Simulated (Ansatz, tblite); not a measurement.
**[OsO3N]- (OsNO3−): rung by rung**

The task here is to estimate one member of a computed series from the others.

Computed with Ansatz 0.2.0, Gaussian basis. Level: as each input shows.

Levels to be run: GFN1-xTB, GFN2-xTB, PBE-D4/def2-TZVPD, r2SCAN-D4/def2-TZVPD, B97M-V/def2-TZVPD, BLYP-D4/def2-TZVPD, B2PLYP/def2-TZVPD, HSE06-D4/def2-TZVPD, revPBE-D4/def2-TZVPD, r2SCANh-D4/def2-TZVPD, ωB97M-V/def2-TZVPD, LC-ωPBE(0.10)/def2-TZVPD, LC-ωPBE(0.15)/def2-TZVPD, LC-ωPBE(0.20)/def2-TZVPD, LC-ωPBE(0.30)/def2-TZVPD, PBE-D4/def2-SVPD, PBE0-D4/def2-SVPD, CCSD(T)/def2-TZVPD, RPA/def2-TZVPD.

1 further run of the same task is left out (for a known fault of the program).

**The geometry**

The singlet was relaxed beforehand with PBE0-D4/def2-SVPD.

5 atoms, charge -1, spin multiplicity 1.

Bond lengths: Os1–O2 1.744 Å, Os1–O3 1.744 Å, Os1–O4 1.744 Å, Os1–N5 1.671 Å. Angles: O2–Os1–O3 110.8°, O2–Os1–O4 110.8°, O2–Os1–N5 108.1°, O3–Os1–O4 110.8°, O3–Os1–N5 108.1°, O4–Os1–N5 108.1°.

Formally the metal is d0. Os takes a core potential in the def2 sets. No spin-orbit coupling is included. The ion is computed in the gas phase, without counter-ions or solvent.

PBE0-D4/def2-TZVPD was run before; its log isn't repeated, and its numbers join the tables.

Set-up of the first run:

Tight binding, by tblite at 300 K electronic temperature and without a spin-polarisation term:

```python
tblite.interface.Calculator('GFN1-xTB', numbers, positions, charge=-1, uhf=0).singlepoint()
```

Tight binding, by tblite at 300 K electronic temperature and without a spin-polarisation term:

```python
tblite.interface.Calculator('GFN2-xTB', numbers, positions, charge=-1, uhf=0).singlepoint()
```

start.molden holds the orbitals of an earlier run on this state, given as this run's starting guess.

The input, in.yaml:

```yaml
crystal:
  periodic: [false, false, false]
  atoms:
    - {symbol: Os, position_ang: [0.004143, 0.007169, 0.002990]}
    - {symbol: O, position_ang: [-0.005785, -0.047100, 1.746075]}
    - {symbol: O, position_ang: [1.637550, -0.016002, -0.607608]}
    - {symbol: O, position_ang: [-0.853627, 1.410299, -0.577389]}
    - {symbol: N, position_ang: [-0.782271, -1.354365, -0.564067]}
basis:
  gaussian: {orbitals: def2-TZVPD, initial_orbitals: start.molden}
total_charge: -1
hamiltonian: {xc: pbe, dispersion: d4}
scf: {omitted_lower_state_checks: [starts]}
output: {orbitals: {seedname: orbitals}}
```

Run with:

```
> ansatz run in.yaml --threads 2 --pin off --events-out ev --progress --plain --max-ram 4352MiB
```

Among the steps run: PBE-D4/def2-TZVPD; r2SCAN-D4/def2-TZVPD; B97M-V/def2-TZVPD; BLYP-D4/def2-TZVPD; B2PLYP/def2-TZVPD; HSE06-D4/def2-TZVPD; revPBE-D4/def2-TZVPD; r2SCANh-D4/def2-TZVPD; ωB97M-V/def2-TZVPD; LC-ωPBE(0.10)/def2-TZVPD; LC-ωPBE(0.15)/def2-TZVPD; LC-ωPBE(0.20)/def2-TZVPD; LC-ωPBE(0.30)/def2-TZVPD; PBE-D4/def2-SVPD; PBE0-D4/def2-SVPD; CCSD(T)/def2-TZVPD; RPA/def2-TZVPD.

One of the session's tables, all rows but one given; the rest of the session is left out.

It belongs to the step «Levels side by side». 

| level | HOMO (eV) | LUMO (eV) | gap (eV) |
| --- | --- | --- | --- |
| PBE-D4/def2-SVPD | -1.67 | 1.85 | 3.52 |
| PBE-D4/def2-TZVPD | -1.59 | 1.95 | 3.54 |
| revPBE-D4/def2-TZVPD | -1.50 | 2.04 | 3.55 |
| BLYP-D4/def2-TZVPD | -1.50 | 2.00 | 3.50 |
| r2SCAN-D4/def2-TZVPD | -1.88 | 1.96 | 3.84 |
| B97M-V/def2-TZVPD | -1.94 | 1.97 | 3.92 |
| r2SCANh-D4/def2-TZVPD | -2.42 | 2.20 | 4.63 |
| PBE0-D4/def2-SVPD | -3.13 | 2.44 | 5.57 |
| PBE0-D4/def2-TZVPD | -3.02 | 2.58 | 5.61 |
| HSE06-D4/def2-TZVPD | -2.62 | 2.21 | 4.83 |
| ωB97M-V/def2-TZVPD | -5.32 | 3.76 | 9.07 |
| LC-ωPBE(0.10)/def2-TZVPD | ? | ? | ? |
| LC-ωPBE(0.15)/def2-TZVPD | -3.69 | 3.82 | 7.51 |
| LC-ωPBE(0.20)/def2-TZVPD | -4.21 | 4.12 | 8.34 |
| LC-ωPBE(0.30)/def2-TZVPD | -5.06 | 4.17 | 9.23 |

Estimate the missing values for LC-ωPBE(0.10)/def2-TZVPD.

The run gave: HOMO (eV): -3.07; LUMO (eV): 3.33; gap (eV): 6.40. In the column «HOMO (eV)» it lies between PBE0-D4/def2-SVPD (-3.13) and PBE0-D4/def2-TZVPD (-3.02).
